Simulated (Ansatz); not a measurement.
# BCl2H2N: the cost of one run

Program: Ansatz 0.2.0. Level of theory: RHF/def2-SVP. These are calculated values, not measurements.

**1. Starting point**

Bond lengths: B1–N2 1.550 Å, N2–H3 1.060 Å, N2–H4 1.060 Å, B1–Cl5 1.860 Å, B1–Cl6 1.860 Å. Angles: B1–N2–H3 120.0°, B1–N2–H4 120.0°, H3–N2–H4 120.0°, N2–B1–Cl5 120.0°, N2–B1–Cl6 120.0°, Cl5–B1–Cl6 120.0°.

Structure file:

```xyz
6

B     0.0000    0.0000    0.0000
N     0.0000    0.0000    1.5500
H    -0.8770   -0.2713    2.0800
H     0.8770    0.2713    2.0800
Cl    1.6108    0.0000   -0.9300
Cl   -1.6108    0.0000   -0.9300
```

**2. Relaxing the start**

input.yaml reads:

```yaml
crystal:
  periodic: [false, false, false]
  atoms:
    - { symbol: B, position_ang: [0.0, 0.0, 0.0] }
    - { symbol: "N", position_ang: [0.0, 0.0, 1.55] }
    - { symbol: H, position_ang: [-0.877, -0.2713, 2.08] }
    - { symbol: H, position_ang: [0.877, 0.2713, 2.08] }
    - { symbol: Cl, position_ang: [1.6108, 0.0, -0.93] }
    - { symbol: Cl, position_ang: [-1.6108, 0.0, -0.93] }
basis:
  gaussian: { orbitals: def2-SVP }
hamiltonian:
  xc: hf
relax:
  f_tol: 0.02
  max_steps: 40
output:
  orbitals: {}
```

Launch:

```
$ ansatz run input.yaml --threads 1 --pin off --max-ram 2048MiB --backend cpu --events-out ev --progress --plain --runs-dir out
```

Q: Estimate wall time and peak memory on 1 thread of Arm Neoverse V1, shared host.

About 8.8 s, with a peak of 0.12 GiB.
